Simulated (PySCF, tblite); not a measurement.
**C₅H₁₅NSi₂: infrared bands, NMR shifts, electronic excitations and core binding energies at several levels of theory**

Aim: compute the infrared bands, NMR shifts, electronic excitations and core binding energies of C₅H₁₅NSi₂ (`CN([SiH2][SiH3])C1CCC1`) at several levels, and see how far they spread and what each costs.

Computed with tblite 0.8.0 and PySCF 2.14.0, with density-fitted response routines of our own, on a single molecule, in the gas phase or a continuum. Atoms count from 0, in the outputs and in this text.

### Step 1. The molecule as given

23 atoms, charge 0, multiplicity 1; geometry from: force field or distance geometry start.

Bonds of the start (Å): C0–N1 1.45, N1–Si2 1.78, Si2–Si3 2.24, N1–C4 1.41, C4–C5 1.52, C5–C6 1.51, C6–C7 1.52, C7–C4 1.49, C0–H8 1.10, C0–H9 1.13, C0–H10 1.10, Si2–H11 1.49, Si2–H12 1.49, Si3–H13 1.46, Si3–H14 1.47, Si3–H15 1.48, C4–H16 1.13, C5–H17 1.10, C5–H18 1.11, C6–H19 1.10, C6–H20 1.11, C7–H21 1.11, C7–H22 1.12.

### Step 2. Relaxing the molecule with GFN2-xTB

The job: settings as JSON, then the geometry in Å.

```
{"job": {"kind": "relax", "xc": "GFN2-xTB", "basis": "xTB"}, "charge": 0, "multiplicity": 1}
C      0.832100     1.350200     0.654400
N      0.325200    -0.003500     0.547600
Si     1.524400    -1.160100    -0.086100
Si     3.520500    -0.189200    -0.391400
C     -0.915900     0.030100    -0.123200
C     -2.021600     0.859700     0.515100
C     -2.971800    -0.150700    -0.081500
C     -1.823700    -1.141000     0.024000
H      1.213000     1.751900    -0.300000
H     -0.083300     1.972600     0.888800
H      1.503100     1.499500     1.509900
H      1.043600    -1.821900    -1.336600
H      1.741800    -2.291200     0.856600
H      4.158800    -0.056100     0.915800
H      3.246900     1.133000    -0.970000
H      4.286800    -1.059700    -1.305800
H     -0.803200     0.429400    -1.177000
H     -2.130100     1.887500     0.137000
H     -1.979900     0.732500     1.618800
H     -3.234300     0.146300    -1.109200
H     -3.870300    -0.367500     0.536000
H     -1.771000    -1.890700    -0.792000
H     -1.796200    -1.634300     1.024800
```

Run with:

```bash
$ OMP_NUM_THREADS=1 python probes_run.py task.json out
```

This one command runs all jobs of the session in turn.

The log of the run:

```text
step      E/eV     max force
  0    -672.17758    2.415
  1    -672.41346    0.750
  2    -672.49620    0.508
  3    -672.59166    0.579
  4    -672.63756    0.539
  5    -672.68741    0.417
  6    -672.71970    0.407
  7    -672.75493    0.402
  8    -672.78207    0.364
  9    -672.80536    0.380
 10    -672.82618    0.330
 11    -672.84601    0.353
 12    -672.86265    0.373
 13    -672.87337    0.240
 14    -672.87981    0.161
 15    -672.88547    0.190
 16    -672.89170    0.217
 17    -672.89898    0.251
 18    -672.90724    0.193
 19    -672.91591    0.195
 20    -672.92398    0.170
 21    -672.93100    0.194
 22    -672.93784    0.214
 23    -672.94589    0.212
 24    -672.95455    0.189
 25    -672.96147    0.187
 26    -672.96592    0.130
 27    -672.96947    0.124
 28    -672.97395    0.145
 29    -672.97973    0.213
 30    -672.98560    0.211
 31    -672.98980    0.137
 32    -672.99279    0.127
 33    -672.99622    0.136
 34    -673.00048    0.170
 35    -673.00455    0.159
 36    -673.00720    0.097
 37    -673.00841    0.130
 38    -673.00995    0.094
 39    -673.01150    0.074
 40    -673.01372    0.085
 41    -673.01502    0.082
 42    -673.01645    0.084
 43    -673.01773    0.081
 44    -673.01903    0.070
 45    -673.02001    0.059
 46    -673.02071    0.059
 47    -673.02129    0.045
 48    -673.02189    0.062
 49    -673.02256    0.070
 50    -673.02335    0.061
 51    -673.02429    0.064
 52    -673.02537    0.063
 53    -673.02638    0.068
 54    -673.02716    0.059
 55    -673.02781    0.058
 56    -673.02859    0.055
 57    -673.02965    0.073
 58    -673.03087    0.123
 59    -673.03236    0.086
 60    -673.03424    0.084
 61    -673.03583    0.083
 62    -673.03767    0.086
 63    -673.03959    0.081
 64    -673.04108    0.070
 65    -673.04244    0.076
 66    -673.04397    0.078
 67    -673.04565    0.087
 68    -673.04713    0.079
 69    -673.04824    0.068
 70    -673.04912    0.059
 71    -673.04999    0.065
 72    -673.05097    0.074
 73    -673.05203    0.089
 74    -673.05300    0.068
 75    -673.05406    0.095
 76    -673.05526    0.096
 77    -673.05780    0.099
 78    -673.05961    0.106
 79    -673.06306    0.107
 80    -673.06566    0.122
 81    -673.06782    0.129
 82    -673.06927    0.108
 83    -673.07098    0.089
 84    -673.07292    0.088
 85    -673.07451    0.078
 86    -673.07608    0.092
 87    -673.07740    0.082
 88    -673.07840    0.058
 89    -673.07894    0.065
 90    -673.07952    0.054
 91    -673.07986    0.038
 92    -673.08047    0.039
 93    -673.08077    0.041
 94    -673.08129    0.045
 95    -673.08162    0.035
 96    -673.08192    0.044
 97    -673.08226    0.052
 98    -673.08268    0.048
 99    -673.08309    0.041
100    -673.08346    0.045
101    -673.08387    0.056
102    -673.08433    0.058
103    -673.08497    0.052
104    -673.08530    0.039
105    -673.08557    0.039
106    -673.08582    0.033
107    -673.08610    0.033
108    -673.08638    0.032
109    -673.08661    0.028
110    -673.08677    0.023
111    -673.08692    0.030
112    -673.08710    0.037
113    -673.08734    0.033
114    -673.08757    0.027
115    -673.08777    0.033
116    -673.08794    0.034
117    -673.08815    0.030
118    -673.08847    0.033
119    -673.08890    0.039
120    -673.08936    0.042
121    -673.08975    0.044
122    -673.09007    0.037
123    -673.09037    0.030
124    -673.09067    0.032
125    -673.09101    0.036
126    -673.09143    0.050
127    -673.09196    0.071
128    -673.09276    0.061
129    -673.09372    0.048
130    -673.09435    0.051
131    -673.09503    0.040
132    -673.09555    0.042
133    -673.09601    0.043
134    -673.09641    0.045
135    -673.09683    0.071
136    -673.09732    0.042
137    -673.09777    0.038
138    -673.09806    0.041
139    -673.09829    0.038
140    -673.09875    0.037
141    -673.09901    0.032
142    -673.09926    0.030
143    -673.09948    0.035
144    -673.09972    0.045
145    -673.09998    0.044
146    -673.10026    0.037
147    -673.10054    0.041
148    -673.10083    0.029
149    -673.10112    0.037
150    -673.10142    0.042
151    -673.10173    0.050
152    -673.10207    0.044
153    -673.10245    0.044
154    -673.10281    0.033
155    -673.10308    0.035
156    -673.10328    0.031
157    -673.10344    0.027
158    -673.10364    0.036
159    -673.10385    0.037
160    -673.10403    0.027
161    -673.10417    0.021
162    -673.10428    0.019
163    -673.10440    0.024
164    -673.10454    0.028
165    -673.10467    0.022
166    -673.10476    0.017
167    -673.10483    0.022
168    -673.10491    0.021
169    -673.10503    0.021
170    -673.10516    0.023
171    -673.10529    0.025
172    -673.10539    0.027
173    -673.10547    0.022
174    -673.10553    0.016
175    -673.10558    0.011
176    -673.10562    0.010
177    -673.10565    0.009
```

Wall time 3.1 s (1 thread of Arm Neoverse N1, shared host); peak memory 0.18 GiB.

Step by step: (not every step is listed)

```csv
step,energy from step 0 (eV),largest force (eV/Å)
0,0.0000,2.4147
1,-0.2359,0.7504
2,-0.3186,0.5084
3,-0.4141,0.5789
4,-0.4600,0.5390
5,-0.5098,0.4170
6,-0.5421,0.4068
7,-0.5773,0.4024
8,-0.6045,0.3638
24,-0.7770,0.1893
40,-0.8361,0.0847
56,-0.8510,0.0552
72,-0.8734,0.0736
88,-0.9008,0.0577
104,-0.9077,0.0390
120,-0.9118,0.0422
136,-0.9197,0.0420
152,-0.9245,0.0437
168,-0.9273,0.0207
172,-0.9278,0.0267
173,-0.9279,0.0218
174,-0.9280,0.0156
175,-0.9280,0.0110
176,-0.9280,0.0105
177,-0.9281,0.0094
```

Distances of close pairs at the start and the end, largest changes first:

```csv
bond,before (Å),after (Å),change (Å)
N1–Si2,1.783,1.723,-0.060
Si2–Si3,2.241,2.299,+0.058
C4–C7,1.489,1.535,+0.046
C0–H9,1.131,1.096,-0.035
C4–H16,1.133,1.099,-0.034
C7–H22,1.116,1.085,-0.031
N1–C4,1.411,1.436,+0.025
C4–C5,1.523,1.547,+0.025
```

The final coordinates are the input of the step that follows.

### Step 3. Vibrational analysis with GFN2-xTB

The job: settings as JSON, then the geometry in Å.

```
{"job": {"kind": "ir", "xc": "GFN2-xTB", "basis": "xTB"}, "charge": 0, "multiplicity": 1}
C      0.844103     1.722850     0.056250
N      0.357037     0.399669    -0.254496
Si     1.297482    -1.023379    -0.012239
Si     3.530051    -0.500179     0.149788
C     -1.073071     0.398966    -0.385501
C     -1.917572     0.511472     0.906118
C     -2.877308    -0.535947     0.327333
C     -1.818467    -0.899484    -0.723122
H      0.525529     2.427095    -0.719665
H      0.455681     2.082608     1.016273
H      1.930279     1.727644     0.100228
H      1.033071    -1.902748    -1.164807
H      0.847453    -1.791175     1.173060
H      3.892170     0.259725     1.352160
H      4.063100     0.272690    -0.977201
H      4.320247    -1.731542     0.203155
H     -1.351975     1.192653    -1.092117
H     -2.336939     1.488050     1.140669
H     -1.366432     0.136539     1.766437
H     -3.765995    -0.087274    -0.112148
H     -3.180009    -1.335393     0.999758
H     -2.156620    -1.001768    -1.752106
H     -1.256567    -1.784087    -0.441871
```

The log of the run:

```text
mode    cm-1     km/mol
  1      27.1      0.11
  2      60.3      0.31
  3     101.7      0.12
  4     106.6      1.00
  5     116.0      1.46
  6     138.7      1.09
  7     185.0      0.79
  8     198.2      3.42
  9     325.8      0.52
 10     403.4     19.41
 11     414.9     58.87
 12     447.4     50.74
 13     470.1      5.54
 14     494.1      3.52
 15     504.0      5.88
 16     586.7      3.75
 17     608.7     24.39
 18     712.7    330.59
 19     753.9    473.78
 20     797.3    412.41
 21     818.0      2.03
 22     827.7    133.82
 23     828.4     71.45
 24     834.6     78.64
 25     847.3     89.53
 26     943.2     18.65
 27     986.5      2.62
 28    1030.4      4.57
 29    1035.8     28.59
 30    1063.9      2.61
 31    1094.2      7.15
 32    1105.2      3.82
 33    1119.4     10.00
 34    1180.5     11.73
 35    1192.4     28.38
 36    1199.4     14.95
 37    1235.4      0.13
 38    1244.3     16.11
 39    1247.6      7.90
 40    1261.7      4.84
 41    1287.9    138.89
 42    1352.0     34.03
 43    1426.2      0.62
 44    1468.4      0.18
 45    1471.2      2.12
 46    1482.7      1.86
 47    1492.7      1.46
 48    1509.1      3.79
 49    2068.1    339.70
 50    2150.8    183.80
 51    2212.4    478.77
 52    2221.5    299.94
 53    2246.7    311.87
 54    2867.8     69.48
 55    2899.7     45.42
 56    2936.9     60.86
 57    2994.9     11.44
 58    3002.9     57.83
 59    3008.4     12.19
 60    3016.7     57.32
 61    3018.3     83.97
 62    3029.1     38.90
 63    3049.7     49.99
```

Run time: 2 s. Hardware: 1 thread of Arm Neoverse N1, shared host; peak memory 0.18 GiB.

Which atoms move in the most intense modes:

```csv
cm⁻¹,km/mol,atoms
713,330.6,"H11 27 %, H12 24 %"
754,473.8,"Si2 16 %, H11 15 %"
797,412.4,"H14 20 %, H13 20 %, H11 17 %, H12 16 %"
2068,339.7,H12 92 %
2151,183.8,H11 91 %
2212,478.8,H13 86 %
2222,299.9,H14 87 %
2247,311.9,H15 96 %
```

### Step 4. Optimising the geometry at PBE0-D3(BJ)/def2-SVP

The job: settings as JSON, then the geometry in Å.

```
{"job": {"xc": "PBE0", "basis": "def2-SVP", "d3": "d3bj", "grid": 1, "shake": 0.01, "kind": "geom"}, "charge": 0, "multiplicity": 1}
C      0.864510     1.697290     0.060430
N      0.351360     0.395140    -0.256650
Si     1.277280    -1.025700    -0.020890
Si     3.563280    -0.497920     0.146260
C     -1.075880     0.392290    -0.396050
C     -1.921480     0.516290     0.903730
C     -2.867730    -0.537950     0.327580
C     -1.803010    -0.894030    -0.728170
H      0.523700     2.432500    -0.700310
H      0.452980     2.080170     1.026300
H      1.921410     1.724730     0.109050
H      1.038870    -1.901830    -1.158110
H      0.819170    -1.780960     1.163460
H      3.875480     0.262490     1.359170
H      4.058650     0.261930    -0.976940
H      4.319720    -1.717490     0.210630
H     -1.350040     1.203770    -1.094170
H     -2.346200     1.493890     1.146490
H     -1.368580     0.128710     1.768730
H     -3.790930    -0.080370    -0.107230
H     -3.196400    -1.334780     0.990120
H     -2.149050    -1.022110    -1.761250
H     -1.249470    -1.772520    -0.463450
```

The log of the run:

```text
step   0  E = -832.36533530  max force = 0.040699
step   1  E = -832.37449022  max force = 0.010228
step   2  E = -832.37478559  max force = 0.002154
step   3  E = -832.37484169  max force = 0.002599
step   4  E = -832.37490906  max force = 0.000663
step   5  E = -832.37494458  max force = 0.000540
step   6  E = -832.37497984  max force = 0.001029
step   7  E = -832.37499051  max force = 0.000775
step   8  E = -832.37499318  max force = 0.000236
optimisation converged
```

Wall time 5.5 min (1 thread of Arm Neoverse N1, shared host); peak memory 0.92 GiB.

Step by step:

```csv
step,energy from step 0 (eV),largest force component (eV/Å)
0,0.0000,2.0928
1,-0.2491,0.5259
2,-0.2572,0.1108
3,-0.2587,0.1336
4,-0.2605,0.0341
5,-0.2615,0.0278
6,-0.2624,0.0529
7,-0.2627,0.0399
8,-0.2628,0.0121
```

Close pairs (by a distance rule), those that changed most:

```csv
bond,before (Å),after (Å),change (Å)
Si3–H15,1.437,1.497,+0.060
Si3–H14,1.444,1.497,+0.053
Si2–H11,1.455,1.498,+0.043
C0–H10,1.058,1.101,+0.042
Si3–H13,1.465,1.497,+0.032
C7–H22,1.072,1.103,+0.031
N1–Si2,1.712,1.742,+0.030
Si2–H12,1.477,1.506,+0.029
```

The next job starts from the end point, and lists it.

```csv
at the end point,value
point group (found at 0.08 Å tolerance),C1
"rotational constants (GHz, main isotopes)","3.238, 0.689, 0.613"
dipole moment (D),1.31
```

(Part 1 of 3 ends here.)
